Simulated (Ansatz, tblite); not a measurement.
**TaF5: one state, many levels**

How do method and basis change the picture of TaF5 (singlet)?

Method: as each input shows; program: Ansatz 0.2.0, Gaussian basis.

The runs, in order: GFN1-xTB, GFN2-xTB, PBE-D4/def2-TZVP, r2SCAN-D4/def2-TZVP, BHLYP-D4/def2-TZVP, HF/def2-TZVP, B3LYP-D4/def2-TZVP, ωB97M-V/def2-TZVP, LC-ωPBE/def2-TZVP, CAM-B3LYP-D4/def2-TZVP, HSE06-D4/def2-TZVP, PBE-D4/def2-SVP, PBE0-D4/def2-SVP, PBE0-D4/def2-TZVPD, PBE-D4/def2-TZVPD, r2SCAN-D4/def2-TZVPD, CCSD(T)/def2-SVP, MP2/def2-TZVP, RPA/def2-TZVP.

## 1. The relaxed structure

The singlet was relaxed beforehand with PBE0-D4/def2-SVP.

6 atoms, charge 0, spin multiplicity 1.

Bond lengths: Ta1–F2 1.880 Å, Ta1–F3 1.880 Å, Ta1–F4 1.853 Å, Ta1–F5 1.853 Å, Ta1–F6 1.853 Å. Angles: F2–Ta1–F3 180.0°, F2–Ta1–F4 90.0°, F2–Ta1–F5 90.0°, F2–Ta1–F6 90.0°, F3–Ta1–F4 90.0°, F3–Ta1–F5 90.0°, F3–Ta1–F6 90.0°, F4–Ta1–F5 120.0°, F4–Ta1–F6 120.0°, F5–Ta1–F6 120.0°.

Formally the metal is d0. Ta takes a core potential in the def2 sets. No spin-orbit coupling is included.

PBE0-D4/def2-TZVP was run before; its log isn't repeated, and its numbers join the tables.

## 2. GFN1-xTB

Tight binding, by tblite at 300 K electronic temperature and without a spin-polarisation term:

```python
tblite.interface.Calculator('GFN1-xTB', numbers, positions, charge=0, uhf=0).singlepoint()
```

Energy -760.4053 eV, HOMO -13.45 eV, LUMO -8.22 eV; 0.012 s.

## 3. GFN2-xTB

Tight binding, by tblite at 300 K electronic temperature and without a spin-polarisation term:

```python
tblite.interface.Calculator('GFN2-xTB', numbers, positions, charge=0, uhf=0).singlepoint()
```

Energy -706.2255 eV, HOMO -14.65 eV, LUMO -9.02 eV; 0.005 s.

## 4. PBE-D4/def2-TZVP

start.molden holds the orbitals of an earlier run on this state, given as this run's starting guess.

File in.yaml:

```yaml
crystal:
  periodic: [false, false, false]
  atoms:
    - {symbol: Ta, position_ang: [0.000042, -0.000001, -0.000006]}
    - {symbol: F, position_ang: [-0.015526, -0.005375, 1.879899]}
    - {symbol: F, position_ang: [0.015931, 0.005374, -1.879878]}
    - {symbol: F, position_ang: [1.853361, 0.010126, 0.015529]}
    - {symbol: F, position_ang: [-0.935702, 1.599829, -0.003254]}
    - {symbol: F, position_ang: [-0.918105, -1.609952, -0.012289]}
basis:
  gaussian: {orbitals: def2-TZVP, initial_orbitals: start.molden}
hamiltonian: {xc: pbe, dispersion: d4}
scf: {omitted_lower_state_checks: [starts]}
output: {orbitals: {seedname: orbitals}}
```

Command:

```sh
ansatz run in.yaml --threads 2 --pin off --events-out ev --progress --plain --max-ram 32768MiB --backend cpu
```

The runs that follow: r2SCAN-D4/def2-TZVP; BHLYP-D4/def2-TZVP; HF/def2-TZVP; B3LYP-D4/def2-TZVP; ωB97M-V/def2-TZVP; LC-ωPBE/def2-TZVP; CAM-B3LYP-D4/def2-TZVP; HSE06-D4/def2-TZVP; PBE-D4/def2-SVP; PBE0-D4/def2-SVP; PBE0-D4/def2-TZVPD; PBE-D4/def2-TZVPD; r2SCAN-D4/def2-TZVPD; CCSD(T)/def2-SVP; MP2/def2-TZVP; RPA/def2-TZVP.

**Question.** What will the summary of the whole plan be? Wanted: gap in def2-TZVP, named functionals and Hartree-Fock, smallest and largest; correlation energy, CCSD(T)/def2-SVP; correlation energy, MP2/def2-TZVP; binding an atom, CCSD(T)/def2-SVP; PBE0 total energy, smallest basis above largest.

As calculated:

| quantity | value |
| --- | --- |
| gap in def2-TZVP, named functionals and Hartree-Fock, smallest and largest | 6.85 eV (PBE-D4), 19.04 eV (HF) |
| correlation energy, CCSD(T)/def2-SVP | -33.80 eV |
| correlation energy, MP2/def2-TZVP | -43.80 eV |
| binding an atom, CCSD(T)/def2-SVP | 4.977 eV |
| PBE0 total energy, smallest basis above largest | 17.28 eV (def2-SVP, def2-TZVPD) |

**Reading.** Orbital gaps of the named functionals and Hartree-Fock in def2-TZVP span 6.85 eV (PBE-D4) to 19.04 eV (HF); exact exchange widens it. The functionals in def2-TZVP miss CCSD(T)/def2-SVP by -0.193 (BHLYP-D4) to +0.446 eV (PBE-D4) an atom. The yardstick is in a double-zeta basis, so levels in larger sets aren't compared like for like. The reference is CCSD(T) in one finite basis, so it carries an error of its own, often a tenth of an eV or more, and near misses can't be ranked.
